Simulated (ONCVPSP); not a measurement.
# Pseudopotential generation for cobalt: ONCV, PBEsol

Do these settings give a usable potential? It is generated, then checked for transferability, scattering, ghosts and hardness.

The numbers are computed with ONCVPSP 4.0.1.1 (patched build) (PBEsol, scalar-relativistic, spin-unpolarised reference atom).

### 1 Starting point

Typed settings, in words:

```
element                 : cobalt (Co, Z = 27)
type                    : optimised norm-conserving Vanderbilt (ONCV)
frozen core             : [Ar]
valence charge          : 9
reference configuration : 3d7 4s2
partial waves           : 4s: rc 2.00 bohr, ncon 3, nbas 8, qcut 3.4 1/bohr, 3 projectors, debl 1.7 Ha; p scattering state at 0.34 Ha: rc 2.15 bohr, ncon 4, nbas 8, qcut 3.5 1/bohr, 2 projectors, debl 3 Ha; 3d: rc 0.90 bohr, ncon 3, nbas 7, qcut 17.8 1/bohr, local
local potential         : the d channel
core correction         : not asked for
```

The outer shells as boxes (Hund's rule for the drawing; the calculation is spin-unpolarised):

```
[Ar] core
3d [↑↓][↑↓][↑ ][↑ ][↑ ]
4s [↑↓]
```

An earlier all-electron run gives the scale for the radii.

All-electron outer shells of the reference configuration (PBEsol, scalar-relativistic, ld1.x):

```json
{"shell": "3p", "level (eV)": "-65.51", "outermost node (bohr)": "0.28", "outermost maximum (bohr)": "0.68"}
{"shell": "3d", "level (eV)": "-8.23", "outermost node (bohr)": "–", "outermost maximum (bohr)": "0.66"}
{"shell": "4s", "level (eV)": "-5.49", "outermost node (bohr)": "0.96", "outermost maximum (bohr)": "2.32"}
{"shell": "4p", "level (eV)": "-1.25", "outermost node (bohr)": "1.05", "outermost maximum (bohr)": "3.21"}
```

### 2 Generating the potential

Co.dat

```
# ATOM AND REFERENCE CONFIGURATION
# atsym  z   nc   nv     iexc    psfile
  Co 27.00    5    2  -116133      upf
#
#   n    l    f
    1    0    2.00
    2    0    2.00
    2    1    6.00
    3    0    2.00
    3    1    6.00
    3    2    7.00
    4    0    2.00
#
# PSEUDOPOTENTIAL AND OPTIMIZATION
# lmax
    2
#
#   l,   rc,      ep,       ncon, nbas, qcut
    0    2.00    0.00    3    8    3.40
    1    2.15    0.34    4    8    3.50
    2    0.90    0.00    3    7   17.80
#
# LOCAL POTENTIAL
# lloc, lpopt,  rc(5),   dvloc0
    2    5    0.90    0.00
#
# VANDERBILT-KLEINMAN-BYLANDER PROJECTORs
# l, nproj, debl
    0    3    1.70
    1    2    3.00
    2    0    1.10
#
# MODEL CORE CHARGE
# icmod, fcfact, rcfact
    0    0.00    0.00
#
# LOG DERIVATIVE ANALYSIS
# epsh1, epsh2, depsh
   -2.00    5.00    0.02
#
# OUTPUT GRID
# rlmax, drl
    6.00    0.01
#
# TEST CONFIGURATIONS
# ncnf
    4
# nvcnf
#   n    l    f
    2
    3    2    7.00
    4    0    1.00
#
    2
    3    2    7.00
    4    0    0.00
#
    2
    3    2    6.00
    4    0    0.00
#
    3
    3    2    7.00
    4    0    1.00
    4    1    1.00
#
```

Launch:

```sh
$ oncvpsp.x < Co.dat > Co.out
```

What does the calculation give? Wanted: cutoffs for 1 and 0.1 mHa per electron, occupied waves; bound ghosts; GHOST(+) flags; largest test error; largest phase difference near zero energy, channels read; projector energies reset by the program.

The runs gave:

| quantity | value |
| --- | --- |
| cutoffs for 1 and 0.1 mHa per electron, occupied waves | 112 Ha and 129 Ha |
| bound ghosts | s at -224.51 eV, p at -119.52 eV |
| GHOST(+) flags | s at 142 eV |
| largest test error (AE − PS) | +98 meV, for 3d6 4s0 |
| largest phase difference near zero energy, channels read | 0.004 rad |
| projector energies reset by the program | p: 0.050, 3.050 Ha |

What this shows: A bound ghost (s, p) makes it unfit for use: electrons can fall into a state that the atom doesn't have. By total energies transferability is fair: the largest error is 98 meV on 61.6 eV, for 3d6 4s0. That test lies far up in energy; among those under 40 eV, nearer to bonding, the largest error is 6.6 meV. By its cutoff, 112 Ha for the looser tolerance, it is very hard. At the looser tolerance the 3d wave is the slowest; 4s needs 5 Ha. Near zero energy the phases of the channels with partial waves agree within 0.004 rad. The program also flags highly localised states, GHOST(+) (s). These are tests on the free atom; a crystal test is still owed.
